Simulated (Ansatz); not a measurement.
# SiGe2H (quartet): wave-function methods side by side, cc-pVTZ

One table from this session's results is given with a row withheld; the runs are named, their logs left out.

Program: Ansatz 0.2.0, Gaussian basis. Level of theory: cc-pVTZ, core rule «outside noble gas», up to 33 orbitals frozen. These are calculated values, not measurements.

Plan: UHF; CCSD(T) on ROHF; CCSD(T) on UHF; BCCD(T) on ROHF; CCSDT(Q) on ROHF; CCSDT(Q) on UHF.

3 further runs of the same task are left out: 3 set aside as unsound or not needed.

**The system**

The geometry is a PBE0/def2-TZVP stationary point (not a proven minimum) of the parent state, kept for this charge and spin. No spin-orbit coupling is included. The filled d shell of Ge may be among the frozen orbitals whatever the setting's name suggests; the logs give the count.

4 atoms, charge 0, spin multiplicity 4.

Atoms are counted from 1 here; the program's logs count them from 0.

Bond lengths: Ge1–Si2 2.395 Å, Ge1–Ge3 2.530 Å, Si2–Ge3 2.211 Å, Si2–H4 1.493 Å. Angles: Si2–Ge1–Ge3 53.3°, Ge1–Si2–Ge3 66.5°, Ge1–Si2–H4 128.2°, Ge3–Si2–H4 165.3°, Ge1–Ge3–Si2 60.2°.

The first run:

in.yaml reads:

```yaml
crystal:
  periodic: [false, false, false]
  atoms:
    - {symbol: Ge, position_ang: [0.000000, -0.254406, 1.307346]}
    - {symbol: Si, position_ang: [0.000000, 1.579840, -0.232472]}
    - {symbol: Ge, position_ang: [0.000000, -0.398617, -1.218485]}
    - {symbol: H, position_ang: [0.000000, 3.040813, 0.073648]}
basis:
  gaussian: {orbitals: cc-pVTZ}
magnetization: {spin_polarized: true, initial_magnetization: 3}
hamiltonian: {xc: hf}
output: {orbitals: {seedname: orbitals}}
```

Run with:

```
ansatz run in.yaml --threads 1 --pin off --events-out ev --progress --plain --max-ram 4096MiB --backend cpu
```

Among the steps run: UHF; CCSD(T) on ROHF; CCSD(T) on UHF; BCCD(T) on ROHF; CCSDT(Q) on ROHF; CCSDT(Q) on UHF.

One of the session's tables, all rows but one given; the rest of the session is left out.

It belongs to the step «Misses and costs». 

```
   method  from RCCSDT(Q) (meV)
     ROHF               +9255.1
     RMP2               +1435.5
     UMP2               +1490.5
    RCCSD                +700.3
    UCCSD                +675.3
 RCCSD(T)                 +96.4
 UCCSD(T)                     ?
  BCCD(T)                 +93.6
   RCCSDT                 +60.5
   UCCSDT                 +44.7
RCCSDT(Q)                     0
UCCSDT(Q)                 -15.7
```

**Question.** Estimate the row for UCCSD(T).

The run gave: from RCCSDT(Q) (meV): +86.2. In the column «from RCCSDT(Q) (meV)» it lies between RCCSDT (+60.5) and BCCD(T) (+93.6).

Left out of the table: UHF (another determinant or state than the rows shown).

Limits of these values: Warnings: spin contamination; coupled cluster took another determinant than the lowest. Restricted and unrestricted rows rest on different reference determinants; where their highest levels disagree by more than a few hundredths of an eV, they describe different states and don't form one ladder.
